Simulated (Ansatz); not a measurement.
# CuCl (triplet): from Hartree-Fock to the top rungs, def2-SVP

How much of the correlation energy of CuCl (triplet) does each wave-function method recover here?

Method: def2-SVP, core rule «outside noble gas», up to 14 orbitals frozen; program: Ansatz 0.2.0, Gaussian basis.

Plan: UHF; CCSD(T) on ROHF; CCSD(T) on UHF; CISD; CCSDT(Q) on ROHF; CCSDT(Q) on UHF; CASSCF and MRCISD+Q, 18 electrons in 10 orbitals; CASSCF and NEVPT2, 18 electrons in 10 orbitals.

15 further runs of the same task are left out: 2 for a known fault of the program, 7 that didn't finish, 6 set aside as unsound or not needed.

**1. The system**

The geometry is a PBE0/def2-TZVP stationary point (not a proven minimum) of the parent state, kept for this charge and spin.

2 atoms, charge 0, spin multiplicity 3.

Atoms are counted from 1 here; the program's logs count them from 0.

Bond lengths: Cu1–Cl2 2.076 Å.

In the tables R marks a restricted open-shell determinant and U an unrestricted one; 'valence' is the active space of 18 electrons in 10 orbitals; energies count from the table's Hartree-Fock row.

**2. UHF**

File in.yaml:

```yaml
crystal:
  periodic: [false, false, false]
  atoms:
    - {symbol: Cu, position_ang: [0.000000, 0.000000, 0.000000]}
    - {symbol: Cl, position_ang: [0.000000, 0.000000, 2.075895]}
basis:
  gaussian: {orbitals: def2-SVP}
magnetization: {spin_polarized: true, initial_magnetization: 2}
hamiltonian: {xc: hf}
output: {orbitals: {seedname: orbitals}}
```

The run is started by

```
$ ansatz run in.yaml --threads 1 --pin off --events-out ev --progress --plain --max-ram 2393MiB
```

The log of the run:

```text
Functional definition: HF
  name "HF"
  cite "Fock, Z. Phys. 61, 126 (1930) doi:10.1007/BF01340294"
  parent pbe
  exchange = exact_x
  correlation = 0
506 factors; integrals over basis functions are off by at most 1.3e-3 eV
mean field evaluation 1: about -57084.2929 eV, gradient 3.4e1 eV
mean field evaluation 2: about -57084.4281 eV, gradient 3.4e1 eV
mean field evaluation 4: about -57088.6779 eV, gradient 3.6e0 eV
mean field evaluation 8: about -57088.7637 eV, gradient 1.5e0 eV
mean field evaluation 16: about -57091.3859 eV, gradient 4.9e-2 eV
mean field evaluation 32: about -57091.5940 eV, gradient 4.6e-2 eV
mean field evaluation 64: about -57091.5006 eV, gradient 2.2e-1 eV
mean field evaluation 96: about -57089.9739 eV, gradient 1.5e1 eV
mean field evaluation 128: about -57091.3789 eV, gradient 9.4e-1 eV
mean field evaluation 160: about -57088.7638 eV, gradient 1.5e0 eV
mean field evaluation 192: about -57091.3535 eV, gradient 4.9e0 eV
mean field evaluation 224: about -57091.5940 eV, gradient 3.8e-6 eV
mean field -57091.59397829 eV, -2098.0773806298 hartree, gradient 3.8e-6 eV, S^2 2.003491; 6 other end points of the search recorded, 0 dependent functions left out
reference -57091.59397829 eV, -2098.0773806298 hartree; 24, 22 occupied and 25, 27 virtual orbitals, 506 factors
Total energy: -57091.59397829 eV, -2098.0773806298 hartree
```

It took 18 s on 1 thread of Intel Xeon at 2.50GHz, shared host.

From the report: ⟨S²⟩ of the determinant 2.003 (pure triplet: 2.00).

**3. CCSD(T) on ROHF**

File in.yaml:

```yaml
crystal:
  periodic: [false, false, false]
  atoms:
    - {symbol: Cu, position_ang: [0.000000, 0.000000, 0.000000]}
    - {symbol: Cl, position_ang: [0.000000, 0.000000, 2.075895]}
basis:
  gaussian: {orbitals: def2-SVP}
magnetization: {spin_polarized: false, initial_magnetization: 2}
correlation: {method: ccsd_t, electrons: outside_noble_gas}
output: {forces: true}
```

The command is unchanged.

The log of the run, shortened:

```text
Functional definition: HF
  name "HF"
  cite "Fock, Z. Phys. 61, 126 (1930) doi:10.1007/BF01340294"
  parent pbe
[...]
506 factors; integrals over basis functions are off by at most 1.3e-3 eV
[...]
mean field -57091.51431707 eV, -2098.0744531342 hartree, gradient 1.4e-6 eV, S^2 2.000000; 16 other end points of the search recorded, 0 dependent functions left out
[...]
determinant -57091.51431707 eV, -2098.0744531342 hartree, with singles and doubles -57100.96917980 eV, -2098.4219129308 hartree
determinant -57091.31001245 eV, -2098.0669450777 hartree, with singles and doubles -57100.75714584 eV, -2098.4141208261 hartree
determinant -57091.06605424 eV, -2098.0579797790 hartree, with singles and doubles -57100.34182418 eV, -2098.3988580367 hartree
determinant -57091.51431707 eV, -2098.0744531342 hartree, with singles and doubles -57100.98192211 eV, -2098.4223812019 hartree
determinant -57091.31001245 eV, -2098.0669450777 hartree, with singles and doubles -57100.78761318 eV, -2098.4152404806 hartree
14 core orbitals not correlated: weight in the atoms' cores, before any rotation towards them, 1.000 or more for the frozen orbitals, at most 0.000 for the correlated occupied ones
reference -57091.51431707 eV, -2098.0744531342 hartree; 10, 8 occupied and 25, 27 virtual orbitals, 506 factors
second order -9.15933913 eV of doubles, -0.01591719 eV of singles
cycle   1  -9.46760473 eV  change    3.1e-7 eV  update   2.8e-6
[...]
cycle   5  -9.46760608 eV  change    1.3e-7 eV  update   8.7e-8
perturbative correction -0.27762908 eV, -0.0102026803 hartree
[...]
Total energy: -57101.25955223 eV, -2098.4325839207 hartree
Atom 0 at     0.000000     0.000000     0.000000 Å, force    -0.000000     0.000000    -1.289686 eV/Å
Atom 1 at     0.000000     0.000000     2.075895 Å, force    -0.000000     0.000000     1.289686 eV/Å
Dipole moment:    -0.000000     0.000000    -0.476365 e Å
```

It took 2.3 min on 1 thread of Intel Xeon at 2.50GHz, shared host.

From the report: correlation -9.7452 eV; T1 0.036; largest double amplitude 0.03.

**4. CCSD(T) on UHF**

in.yaml, as its differences from that of step 3:

```diff
@@ -7,3 +7,3 @@
   gaussian: {orbitals: def2-SVP}
-magnetization: {spin_polarized: false, initial_magnetization: 2}
+magnetization: {spin_polarized: true, initial_magnetization: 2}
 correlation: {method: ccsd_t, electrons: outside_noble_gas}
```

The command is unchanged.

The log of the run, shortened:

```text
Functional definition: HF
  name "HF"
  cite "Fock, Z. Phys. 61, 126 (1930) doi:10.1007/BF01340294"
  parent pbe
[...]
506 factors; integrals over basis functions are off by at most 1.3e-3 eV
[...]
mean field -57091.59397829 eV, -2098.0773806298 hartree, gradient 2.5e-6 eV, S^2 2.003491; 12 other end points of the search recorded, 0 dependent functions left out
determinant -57091.59397829 eV, -2098.0773806298 hartree, with singles and doubles -57101.01030463 eV, -2098.4234242402 hartree
determinant -57091.38572362 eV, -2098.0697274119 hartree, with singles and doubles -57100.80005637 eV, -2098.4156977592 hartree
determinant -57091.14414340 eV, -2098.0608495026 hartree, with singles and doubles -57100.39372264 eV, -2098.4007652699 hartree
determinant -57086.71465517 eV, -2097.8980688124 hartree, with singles and doubles -57096.20715477 eV, -2098.2469117384 hartree
[...]
determinant -57091.38572362 eV, -2098.0697274119 hartree, with singles and doubles -57100.82523415 eV, -2098.4166230254 hartree
14 core orbitals not correlated: weight in the atoms' cores, before any rotation towards them, 1.000 or more for the frozen orbitals, at most 0.000 for the correlated occupied ones
reference -57091.59397829 eV, -2098.0773806298 hartree; 10, 8 occupied and 25, 27 virtual orbitals, 506 factors
second order -9.15522271 eV of doubles, -0.00000000 eV of singles
cycle   1  -9.42806787 eV  change    2.8e-7 eV  update   2.2e-6
[...]
cycle   5  -9.42806893 eV  change    1.6e-7 eV  update   7.2e-8
perturbative correction -0.27548479 eV, -0.0101238794 hartree
[...]
Total energy: -57101.29753201 eV, -2098.4339796518 hartree
Atom 0 at     0.000000     0.000000     0.000000 Å, force     0.000000    -0.000000    -1.302547 eV/Å
Atom 1 at     0.000000     0.000000     2.075895 Å, force     0.000000    -0.000000     1.302547 eV/Å
Dipole moment:    -0.000000     0.000000    -0.483279 e Å
```

It took 59 s on 1 thread of Intel Xeon at 2.50GHz, shared host.

From the report: ⟨S²⟩ of the determinant 2.003 (pure triplet: 2.00); correlation -9.7036 eV; T1 0.033; largest double amplitude 0.03.

**5. CISD**

File in.yaml:

```yaml
crystal:
  periodic: [false, false, false]
  atoms:
    - {symbol: Cu, position_ang: [0.000000, 0.000000, 0.000000]}
    - {symbol: Cl, position_ang: [0.000000, 0.000000, 2.075895]}
basis:
  gaussian: {orbitals: def2-SVP}
magnetization: {spin_polarized: false, initial_magnetization: 2}
correlation: {active_space: {ras: {orbitals: [8, 2, 25], electrons: 18, max_holes: 2, max_particles: 2}, fixed_orbitals: true}}
```

Launched as before.

The log of the run, shortened:

```text
Functional definition: HF
  name "HF"
  cite "Fock, Z. Phys. 61, 126 (1930) doi:10.1007/BF01340294"
  parent pbe
[...]
506 factors; integrals over basis functions are off by at most 1.3e-3 eV
[...]
mean field -57091.51431707 eV, -2098.0744531342 hartree, gradient 1.4e-6 eV, S^2 2.000000; 16 other end points of the search recorded, 0 dependent functions left out
reference -57091.51431707 eV, -2098.0744531342 hartree; 24, 22 occupied and 25, 27 virtual orbitals, 506 factors
state -57100.22932558 eV, -2098.3947237894 hartree
Total energy: -57100.22932558 eV, -2098.3947237894 hartree
```

Run time: 55 s. Hardware: 1 thread of Intel Xeon at 2.50GHz, shared host.

From the report: 86,283 determinants.

**6. CCSDT(Q) on ROHF**

in.yaml, as its differences from that of step 5:

```diff
@@ -8,2 +8,2 @@
 magnetization: {spin_polarized: false, initial_magnetization: 2}
-correlation: {active_space: {ras: {orbitals: [8, 2, 25], electrons: 18, max_holes: 2, max_particles: 2}, fixed_orbitals: true}}
+correlation: {method: ccsdt_q, electrons: outside_noble_gas}
```

The command is unchanged.

The log of the run, shortened:

```text
Functional definition: HF
  name "HF"
  cite "Fock, Z. Phys. 61, 126 (1930) doi:10.1007/BF01340294"
  parent pbe
[...]
843 factors; integrals over basis functions are off by at most 1.1e-7 eV
[...]
mean field -57091.51465046 eV, -2098.0744653860 hartree, gradient 5.4e-7 eV, S^2 2.000000; 16 other end points of the search recorded, 0 dependent functions left out
[...]
determinant -57091.51465046 eV, -2098.0744653860 hartree, with singles and doubles -57100.96954717 eV, -2098.4219264312 hartree
determinant -57091.31033029 eV, -2098.0669567581 hartree, with singles and doubles -57100.75749401 eV, -2098.4141336214 hartree
determinant -57091.06637343 eV, -2098.0579915091 hartree, with singles and doubles -57100.34216777 eV, -2098.3988706635 hartree
determinant -57091.51465046 eV, -2098.0744653860 hartree, with singles and doubles -57100.98229118 eV, -2098.4223947649 hartree
determinant -57091.31033029 eV, -2098.0669567581 hartree, with singles and doubles -57100.78796330 eV, -2098.4152533472 hartree
14 core orbitals not correlated: weight in the atoms' cores, before any rotation towards them, 1.000 or more for the frozen orbitals, at most 0.000 for the correlated occupied ones
reference -57091.51465046 eV, -2098.0744653860 hartree; 10, 8 occupied and 25, 27 virtual orbitals, 843 factors
second order -9.15937118 eV of doubles, -0.01591737 eV of singles
cycle   1  -9.06417916 eV  change    1.1e-1 eV  update   9.1e-2
[...]
cycle  20  -9.75455031 eV  change    1.1e-6 eV  update   2.1e-6
perturbative correction 0.00564102 eV, 0.0002073038 hartree
Total energy: -57101.26355975 eV, -2098.4327311942 hartree
```

Run time: 3.8 min. Hardware: 1 thread of Intel Xeon at 2.50GHz, shared host; peak memory 0.67 GiB.

From the report: correlation -9.7489 eV; T1 0.040; largest double amplitude 0.04.

**7. CCSDT(Q) on UHF**

in.yaml, as its differences from that of step 6:

```diff
@@ -7,3 +7,3 @@
   gaussian: {orbitals: def2-SVP}
-magnetization: {spin_polarized: false, initial_magnetization: 2}
+magnetization: {spin_polarized: true, initial_magnetization: 2}
 correlation: {method: ccsdt_q, electrons: outside_noble_gas}
```

Launched as before.

The log of the run, shortened:

```text
Functional definition: HF
  name "HF"
  cite "Fock, Z. Phys. 61, 126 (1930) doi:10.1007/BF01340294"
  parent pbe
[...]
843 factors; integrals over basis functions are off by at most 1.1e-7 eV
[...]
mean field -57091.59431215 eV, -2098.0773928989 hartree, gradient 7.3e-7 eV, S^2 2.003491; 12 other end points of the search recorded, 0 dependent functions left out
determinant -57091.59431215 eV, -2098.0773928989 hartree, with singles and doubles -57101.01067190 eV, -2098.4234377370 hartree
determinant -57091.38604147 eV, -2098.0697390928 hartree, with singles and doubles -57100.80040325 eV, -2098.4157105069 hartree
determinant -57091.14446234 eV, -2098.0608612233 hartree, with singles and doubles -57100.39406649 eV, -2098.4007779062 hartree
determinant -57086.71493064 eV, -2097.8980789359 hartree, with singles and doubles -57096.20746400 eV, -2098.2469231024 hartree
determinant -57091.59431215 eV, -2098.0773928989 hartree, with singles and doubles -57101.02241514 eV, -2098.4238692931 hartree
determinant -57091.38604147 eV, -2098.0697390928 hartree, with singles and doubles -57100.82558355 eV, -2098.4166358657 hartree
14 core orbitals not correlated: weight in the atoms' cores, before any rotation towards them, 1.000 or more for the frozen orbitals, at most 0.000 for the correlated occupied ones
reference -57091.59431215 eV, -2098.0773928989 hartree; 10, 8 occupied and 25, 27 virtual orbitals, 843 factors
second order -9.15525475 eV of doubles, -0.00000000 eV of singles
cycle   1  -9.04156254 eV  change    1.1e-1 eV  update   8.9e-2
[...]
cycle  20  -9.71170579 eV  change    8.8e-7 eV  update   1.9e-6
perturbative correction 0.00158010 eV, 0.0000580674 hartree
Total energy: -57101.30443784 eV, -2098.4342334363 hartree
```

Run time: 2.4 min. Hardware: 1 thread of Intel Xeon at 2.50GHz, shared host; peak memory 0.53 GiB.

From the report: ⟨S²⟩ of the determinant 2.003 (pure triplet: 2.00); correlation -9.7101 eV; T1 0.037; largest double amplitude 0.04.

**8. CASSCF and MRCISD+Q, 18 electrons in 10 orbitals**

File in.yaml:

```yaml
crystal:
  periodic: [false, false, false]
  atoms:
    - {symbol: Cu, position_ang: [0.000000, 0.000000, 0.000000]}
    - {symbol: Cl, position_ang: [0.000000, 0.000000, 2.075895]}
basis:
  gaussian: {orbitals: def2-SVP}
magnetization: {spin_polarized: false, initial_magnetization: 2}
correlation: {method: fic_mrcisd_q, electrons: outside_noble_gas, active_space: {window: {electrons: 18, orbitals: 10}, shells: [{species: Cl, l: s, shell: 3}, {species: Cl, l: p, shell: 3}, {species: Cu, l: s, shell: 4}, {species: Cu, l: d, shell: 3}]}}
```

Same command.

The log of the run, shortened:

```text
Functional definition: HF
  name "HF"
  cite "Fock, Z. Phys. 61, 126 (1930) doi:10.1007/BF01340294"
  parent pbe
[...]
843 factors; integrals over basis functions are off by at most 1.1e-7 eV
[...]
mean field -57091.51465046 eV, -2098.0744653860 hartree, gradient 5.4e-7 eV, S^2 2.000000; 16 other end points of the search recorded, 0 dependent functions left out
reference -57091.51465046 eV, -2098.0744653860 hartree; 24, 22 occupied and 25, 27 virtual orbitals, 843 factors
state -57091.51470955 eV, -2098.0744675576 hartree
contracted CI cycle   1: correlation 0.00000000 eV, 0.0000000000 hartree, residual 3.87e1 eV
contracted CI cycle   2: correlation -8.43516620 eV, -0.3099866402 hartree, residual 3.97e0 eV
contracted CI cycle   3: correlation -8.63061719 eV, -0.3171693317 hartree, residual 1.24e0 eV
contracted CI cycle   4: correlation -8.64665345 eV, -0.3177586532 hartree, residual 2.62e-1 eV
contracted CI cycle   5: correlation -8.64753941 eV, -0.3177912119 hartree, residual 8.32e-2 eV
contracted CI cycle   6: correlation -8.64760289 eV, -0.3177935447 hartree, residual 1.75e-2 eV
contracted CI cycle   7: correlation -8.64760705 eV, -0.3177936975 hartree, residual 4.40e-3 eV
contracted CI cycle   8: correlation -8.64760724 eV, -0.3177937047 hartree, residual 9.85e-4 eV
contracted CI cycle   9: correlation -8.64760726 eV, -0.3177937051 hartree, residual 2.78e-4 eV
state -57091.51470955 eV, -2098.0744675576 hartree; corrected -57100.85239562 eV, -2098.4176211913 hartree
Total energy: -57100.85239562 eV, -2098.4176211913 hartree
Checks for a lower state left out: starts, orbital_swaps
```

Wall time 56 s (1 thread of Intel Xeon at 2.50GHz, shared host); peak memory 0.55 GiB.

From the report: 34 determinants; active occupations 2.00, 2.00, 2.00, 2.00, 2.00, 2.00, 2.00, 2.00, 1.00, 1.00.

**9. CASSCF and NEVPT2, 18 electrons in 10 orbitals**

File in.yaml:

```yaml
crystal:
  periodic: [false, false, false]
  atoms:
    - {symbol: Cu, position_ang: [0.000000, 0.000000, 0.000000]}
    - {symbol: Cl, position_ang: [0.000000, 0.000000, 2.075895]}
basis:
  gaussian: {orbitals: def2-SVP}
magnetization: {spin_polarized: false, initial_magnetization: 2}
correlation: {method: sc_nevpt2, electrons: outside_noble_gas, active_space: {window: {electrons: 18, orbitals: 10}, shells: [{species: Cl, l: s, shell: 3}, {species: Cl, l: p, shell: 3}, {species: Cu, l: s, shell: 4}, {species: Cu, l: d, shell: 3}]}}
```

Launched as before.

The log of the run, shortened:

```text
Functional definition: HF
  name "HF"
  cite "Fock, Z. Phys. 61, 126 (1930) doi:10.1007/BF01340294"
  parent pbe
[...]
843 factors; integrals over basis functions are off by at most 1.1e-7 eV
[...]
mean field -57091.51465046 eV, -2098.0744653860 hartree, gradient 5.4e-7 eV, S^2 2.000000; 16 other end points of the search recorded, 0 dependent functions left out
reference -57091.51465046 eV, -2098.0744653860 hartree; 24, 22 occupied and 25, 27 virtual orbitals, 843 factors
state -57091.51470955 eV, -2098.0744675576 hartree
state -57091.51470955 eV, -2098.0744675576 hartree; corrected -57099.38740931 eV, -2098.3637839372 hartree
Total energy: -57099.38740931 eV, -2098.3637839372 hartree
Checks for a lower state left out: starts, orbital_swaps
```

Wall time 52 s (1 thread of Intel Xeon at 2.50GHz, shared host).

From the report: 34 determinants; active occupations 2.00, 2.00, 2.00, 2.00, 2.00, 2.00, 2.00, 2.00, 1.00, 1.00.

**10. How many determinants matter**

Natural occupations of the CASSCF valence state about the gap (report; correlated orbitals 6 to 10): 2.000, 2.000, 2.000, 1.000, 1.000. The count of effectively unpaired electrons, Σ n²(2 − n)², is 2.00; a single determinant of this spin has 2.

**11. All levels against the top one**

No level here is safe as a reference; RCCSDT(Q) serves as a yardstick only. Rows without a time come out of other runs: HF, MP2 and CCSD of CCSD(T), CCSDT of CCSDT(Q), CASSCF and MRCISD of the multireference runs. The times of RCCSD(T), UCCSD(T) include forces.

Differences are taken before rounding.

```csv
method,energy from the lowest RHF (kJ/mol),from RCCSDT(Q) (kJ/mol),time
RHF,0.0,+940.7,
UHF,-7.7,+933.0,
RMP2,-885.3,+55.4,
UMP2,-891.0,+49.6,
CISD,-840.9,+99.8,55 s
RCCSD,-913.5,+27.2,
UCCSD,-917.4,+23.3,
RCCSD(T),-940.3,+0.4,2.3 min
UCCSD(T),-943.9,-3.3,59 s
RCCSDT,-941.2,-0.5,
UCCSDT,-944.8,-4.1,
RCCSDT(Q),-940.7,0,3.8 min
UCCSDT(Q),-944.6,-3.9,2.4 min
CASSCF valence,0.0,+940.6,
NEVPT2 valence,-759.6,+181.0,52 s
MRCISD valence,-834.4,+106.3,
MRCISD+Q valence,-901.0,+39.7,56 s
```

Among the levels timed on like hardware and quicker than the yardstick, those that no quicker one beats, quickest first: NEVPT2 valence (52 s, +181.0 kJ/mol); CISD (55 s, +99.8 kJ/mol); MRCISD+Q valence (56 s, +39.7 kJ/mol); UCCSD(T) (59 s, -3.3 kJ/mol); RCCSD(T) (2.3 min, +0.4 kJ/mol).

**12. Outcome**

```
                       quantity          value
 RCCSDT(Q) below the RHF energy     -9.7492 eV
            RMP2 from RCCSDT(Q)   +55.4 kJ/mol
            UMP2 from RCCSDT(Q)   +49.6 kJ/mol
           RCCSD from RCCSDT(Q)   +27.2 kJ/mol
        RCCSD(T) from RCCSDT(Q)    +0.4 kJ/mol
        UCCSD(T) from RCCSDT(Q)    -3.3 kJ/mol
       UCCSDT(Q) from RCCSDT(Q)    -3.9 kJ/mol
  NEVPT2 valence from RCCSDT(Q)  +181.0 kJ/mol
MRCISD+Q valence from RCCSDT(Q)   +39.7 kJ/mol
                  T1 diagnostic          0.036
 effectively unpaired electrons           2.00
```

What this shows: RCCSD(T) misses by +0.4 kJ/mol, 0.0 % of the correlation energy. CCSD(T) misses by +0.4 kJ/mol on the restricted determinant and by -3.3 kJ/mol on the unrestricted one; the two need not hold the same state or core. One determinant dominates.
